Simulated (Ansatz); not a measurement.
# AlClH2OSi: the cost of one run

Program: Ansatz 0.2.0. Level of theory: RKS PBE0/6-31G*. These are calculated values, not measurements.

### Step 1. The structure to begin with

Bond lengths: O1–Si2 1.514 Å, Si2–Al3 2.435 Å, Al3–Cl4 2.018 Å, Si2–H5 1.498 Å, Al3–H6 1.568 Å. Angles: O1–Si2–Al3 138.3°, O1–Si2–H5 119.7°, Al3–Si2–H5 102.0°, Si2–Al3–Cl4 137.5°, Si2–Al3–H6 106.1°, Cl4–Al3–H6 116.4°.

As a file:

```xyz
6

O     1.8489   -0.9214   -1.6893
Si    1.0928   -0.0541   -0.7058
Al   -0.9984   -0.1190    0.5408
Cl   -2.5747   -1.3638    0.7403
H     1.6738    1.2563   -0.2706
H    -1.0423    1.2019    1.3846
```

### Step 2. Relaxing the start

input.yaml reads:

```yaml
crystal:
  periodic: [false, false, false]
  atoms:
    - { symbol: O, position_ang: [1.84892, -0.9214, -1.68935] }
    - { symbol: Si, position_ang: [1.09275, -0.05405, -0.7058] }
    - { symbol: Al, position_ang: [-0.99845, -0.11895, 0.54076] }
    - { symbol: Cl, position_ang: [-2.57472, -1.36379, 0.74031] }
    - { symbol: H, position_ang: [1.67383, 1.25629, -0.27056] }
    - { symbol: H, position_ang: [-1.04233, 1.2019, 1.38464] }
basis:
  gaussian: { orbitals: "6-31G*" }
hamiltonian:
  xc: pbe0
relax:
  f_tol: 0.02
  max_steps: 40
scf:
  lower_state_search: "off"
```

Started as:

```console
> ansatz run input.yaml --threads 1 --pin off --max-ram 2048MiB --backend cpu --events-out ev --progress --plain --runs-dir out
```

Q: Estimate wall time and peak memory on 1 thread of Arm Neoverse V1, shared host.

About 25 s, with a peak of 0.15 GiB.
